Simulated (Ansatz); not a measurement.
Geometry optimisation, DFT LDA, scalar-relativistic, plane waves, PAW (Ansatz).

input.yaml

```yaml
crystal:
  lattice:
    - [-2.29, -3.966396, 0.0]
    - [3.435, -1.983198, 0.0]
    - [0.0, 0.0, 7.17686]
  atoms:
    - { symbol: Be, position: [0.75000007, 0.50000004, 0.0] }
    - { symbol: Be, position: [0.50000004, 0.33333336, 0.25] }
    - { symbol: Be, position: [0.75000007, 0.50000004, 0.5] }
    - { symbol: Be, position: [0.50000004, 0.33333336, 0.75] }
    - { symbol: Be, position: [0.50000003, 2.0e-08, 0.0] }
    - { symbol: Be, position: [0.25000004, 0.83333336, 0.25] }
    - { symbol: Be, position: [0.50000003, 2.0e-08, 0.5] }
    - { symbol: Be, position: [0.25000004, 0.83333336, 0.75] }
    - { symbol: Be, position: [0.25000003, 0.50000002, 0.0] }
    - { symbol: Be, position: [1.0e-08, 0.33333334, 0.25] }
    - { symbol: Be, position: [0.25000003, 0.50000002, 0.5] }
    - { symbol: Be, position: [1.0e-08, 0.33333334, 0.75] }
    - { symbol: Be, position: [0.0, 0.0, 0.0] }
    - { symbol: Be, position: [0.75000008, 0.83333338, 0.25] }
    - { symbol: Be, position: [0.0, 0.0, 0.5] }
    - { symbol: Be, position: [0.75000008, 0.83333338, 0.75] }
    - { symbol: H, position: [0.74061722, 0.50560927, 0.69362757] }
basis:
  ecutwfc: 420.0
kpoints:
  mp_grid: { grid: [5, 6, 4] }
hamiltonian:
  xc: lda
scf:
  occupations: { method: gaussian, width: 0.15 }
  lower_state_search: "off"
relax:
  f_tol: 0.03
  max_steps: 60
  adjacent_minimum: "off"
```

Launched with:

```bash
$ ansatz run input.yaml --threads 2 --pin off --max-ram 5120MiB --backend cpu --events-out ev --progress --plain --runs-dir out
```

Q: Where does it end, and by what steps?

A: The forces met the threshold. Limits of this set-up: coarse k mesh, odd electron count without spin. After 4 steps the energy has fallen by 0.319 eV; H17 moved furthest, 0.18 Å.

```
step  energy less start (eV)  largest force component (eV/Å)  accepted
   0                  0.0000                           1.544       yes
   1                 -0.1990                           0.893       yes
   2                 -0.3095                           0.186       yes
   3                 -0.3084                           0.146        no
   4                 -0.3193                           0.010       yes
```

```xyz
17
Lattice="-2.2900 -3.9664 0.0000 3.4350 -1.9832 0.0000 0.0000 0.0000 7.1769" Properties=species:S:1:pos:R:3
Be 0.002 -3.965 0.036
Be 0.004 -2.636 1.786
Be 0.004 -3.966 3.565
Be 0.008 -2.526 5.379
Be -1.143 -1.977 -0.018
Be 2.290 -2.641 1.776
Be -1.138 -1.971 3.571
Be 2.254 -2.620 5.364
Be 1.149 -1.982 -0.010
Be 1.142 -0.664 1.786
Be 1.150 -1.983 3.559
Be 1.050 -0.723 5.379
Be -0.002 0.000 -0.018
Be 1.158 -4.632 1.784
Be -0.004 -0.008 3.571
Be 1.265 -4.694 5.377
H 0.013 -3.972 5.152
```

Whether the end is a true minimum wasn't checked by a vibrational analysis.

Time of the run: 31 s on 2 CPU threads of a shared host.
